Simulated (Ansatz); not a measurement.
# BN (P6_3mc): exact exchange against the cheap answer

One table from this session's results is given with a row withheld; the runs are named, their logs left out.

The COD entry's cell or inner coordinates are ideal or old and differ from later refinements, so a difference from it is no clean test against experiment.

Computed with Ansatz 0.2.0 (DFT at several levels, plane waves, PAW, unless a step's input says otherwise).

1 further run of the same task is left out (it didn't finish). Runs told in other sessions of the task aren't counted.

### The structure to begin with

Symmetry: P6_3mc, No. 186, hexagonal system. The conventional cell has a = 2.537 Å, b = 2.537 Å, c = 4.196 Å, α = 90.00°, β = 90.00°, γ = 120.00°. B (site symmetry 3m) is surrounded by 4 N at 1.56 to 1.57 Å. Around N (site symmetry 3m) lie 4 B at 1.56 to 1.57 Å.

As a file:

```
CELL_PARAMETERS angstrom
2.53693 0.00000 0.00000
-1.26847 2.19705 0.00000
0.00000 0.00000 4.19592
ATOMIC_POSITIONS crystal
B 0.66667 0.33333 0.00027
B 0.33333 0.66667 0.50027
N 0.66667 0.33333 0.37473
N 0.33333 0.66667 0.87473
```

At PBE, an earlier run found 7.95 GPa for this cell of 5.847 Å³/atom (10×10×6 mesh), mesh gap 5.38 eV. The cell is compressed at this level.

The cell stays fixed from here on.

Levels to run, all on a 6×6×4 mesh: PBE; PBE0 form (fraction 1/ε∞); PBE0 form (fraction 0.35); revPBE0; ωPBEh. Hardware: 4 threads of Arm Neoverse V1, shared host.

Set-up of the first run:

input.yaml

```yaml
crystal:
  lattice:
    - [2.536930026, 0.0, 0.0]
    - [-1.268465013, 2.1970458501, 0.0]
    - [0.0, 0.0, 4.1959171737]
  atoms:
    - { symbol: B, position: [0.6666666667, 0.3333333333, 0.0002721794] }
    - { symbol: B, position: [0.3333333333, 0.6666666667, 0.5002721794] }
    - { symbol: "N", position: [0.6666666667, 0.3333333333, 0.3747278206] }
    - { symbol: "N", position: [0.3333333333, 0.6666666667, 0.8747278206] }
basis:
  ecutwfc: 420
  ecutrho_ratio: 4
kpoints:
  mp_grid: { grid: [6, 6, 4] }
hamiltonian:
  xc: pbe
scf:
  occupations: { method: gaussian, width: 0.05 }
output:
  forces: true
  stress: true
  eigenvalues: true
  populations: true
  write_density: true
  write_potential: true
  elf: true
  volumetric_format: npy
```

Launch:

```bash
$ ansatz run input.yaml --threads 4 --pin off --max-ram 8192MiB --backend cpu --events-out ev --progress --plain --runs-dir out
```

Among the steps run: PBE; PBE0 form (fraction 1/ε∞); PBE0 form (fraction 0.35); revPBE0; ωPBEh.

One of the session's tables, all rows but one given; the rest of the session is left out.

It belongs to the step «The sweep». 

| level | gap on the mesh (eV) |
| --- | --- |
| PBE | 5.18 |
| PBE0 form (fraction 1/ε∞) | 7.00 |
| PBE0 form (fraction 0.35) | 8.13 |
| revPBE0 | 7.32 |
| ωPBEh | ? |

**Question.** Estimate the row for ωPBEh.

As computed: gap on the mesh (eV): 6.59. In the column «gap on the mesh (eV)» it lies between PBE (5.18) and PBE0 form (fraction 1/ε∞) (7.00).

Against 5.18 eV at PBE, the runs with exact exchange give 6.59 (ωPBEh) to 8.13 eV (PBE0 form (fraction 0.35)). Gaps are over this coarse mesh alone, and total energies of different levels can't be compared. The program warned that the SCF threshold is loose for the stress of this hybrid run.

To keep in mind: Warnings in the runs' records: stress exchange threshold loose, stress scf threshold loose.
